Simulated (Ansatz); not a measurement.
**CH6FNSi2: up Jacob's ladder to CCSD(T)**

The task here is to estimate one member of a computed series from the others.

Program: Ansatz 0.2.0, Gaussian basis. Level of theory: functionals in def2-TZVPP, the program's frozen cores in correlated methods. These are calculated values, not measurements.

Levels to be run: PBE-D4, r2SCAN-D4, PBE0-D4, B3LYP-D4, ωB97X-V, ωB97M-V, B2PLYP; CCSD(T)/def2-TZVPP; MP2/def2-QZVPP; extrapolation to the limit.

### The geometry

The geometry comes from an earlier relaxation with PBE0-D4 in a triple-zeta def2 set; it is a stationary point, not always the lowest conformer.

SMILES `FC1([SiH3])N[SiH2]1`, 11 atoms, charge 0, spin multiplicity 1.

Atoms are counted from 1 here; the program's logs count them from 0.

Bond lengths: F1–C2 1.397 Å, C2–Si3 1.880 Å, C2–N4 1.431 Å, C2–Si5 1.863 Å, Si3–H6 1.489 Å, Si3–H7 1.487 Å, Si3–H8 1.483 Å, N4–Si5 1.702 Å, N4–H9 1.007 Å, Si5–H10 1.477 Å, Si5–H11 1.482 Å. Angles: F1–C2–Si3 110.4°, F1–C2–N4 113.1°, F1–C2–Si5 120.1°, Si3–C2–N4 120.7°, Si3–C2–Si5 123.4°, N4–C2–Si5 60.5°, C2–Si3–H6 110.4°, C2–Si3–H7 107.3°, C2–Si3–H8 110.7°, H6–Si3–H7 108.9°, H6–Si3–H8 109.6°, H7–Si3–H8 109.9°, C2–N4–Si5 72.4°, C2–N4–H9 124.3°, Si5–N4–H9 143.2°, C2–Si5–N4 47.1°, C2–Si5–H10 122.7°, C2–Si5–H11 120.2° and more.

The first run:

The input, in.yaml:

```yaml
crystal:
  periodic: [false, false, false]
  atoms:
    - {symbol: F, position_ang: [-1.526154, -1.262194, 0.402089]}
    - {symbol: C, position_ang: [-0.527531, -0.337206, 0.085692]}
    - {symbol: Si, position_ang: [0.927941, -0.518137, 1.261951]}
    - {symbol: N, position_ang: [-1.043231, 0.955881, -0.243547]}
    - {symbol: Si, position_ang: [-0.362861, 0.297944, -1.657635]}
    - {symbol: H, position_ang: [0.560372, -0.033498, 2.621159]}
    - {symbol: H, position_ang: [2.032220, 0.325965, 0.732299]}
    - {symbol: H, position_ang: [1.366960, -1.932873, 1.339009]}
    - {symbol: H, position_ang: [-1.011641, 1.752034, 0.371725]}
    - {symbol: H, position_ang: [-1.299399, -0.079369, -2.735542]}
    - {symbol: H, position_ang: [0.948525, 0.774353, -2.156499]}
basis:
  gaussian: {orbitals: def2-TZVPP}
hamiltonian: {xc: pbe, dispersion: d4}
output: {forces: true, orbitals: {seedname: orbitals}}
```

Launch:

```bash
$ ansatz run in.yaml --threads 4 --pin off --events-out ev --progress --plain --max-ram 10444MiB
```

Steps of the session up to this table: PBE-D4 (GGA); r2SCAN-D4 (meta-GGA); PBE0-D4 (hybrid); B3LYP-D4 (hybrid); ωB97X-V (range-separated); ωB97M-V (range-separated); B2PLYP (double hybrid); CCSD(T) in def2-TZVPP; MP2 in def2-QZVPP.

One of the session's tables, all rows but one given; the rest of the session is left out.

| method | atomisation energy (kcal/mol) |
| --- | --- |
| PBE-D4 | 880.1 |
| r2SCAN-D4 | 865.3 |
| PBE0-D4 | 861.8 |
| B3LYP-D4 | 865.2 |
| ωB97X-V | 873.1 |
| ωB97M-V | 869.0 |
| B2PLYP | 852.5 |
| HF/def2-TZVPP | 599.3 |
| MP2/def2-TZVPP | ? |
| CCSD/def2-TZVPP | 821.6 |
| CCSD(T)/def2-TZVPP | 836.1 |
| MP2/CBS | 875.9 |
| CCSD(T)/CBS | 864.2 |

Q: Estimate the row for MP2/def2-TZVPP from the others.

As computed: atomisation energy (kcal/mol): 847.8. In the column «atomisation energy (kcal/mol)» it lies between CCSD(T)/def2-TZVPP (836.1) and B2PLYP (852.5).
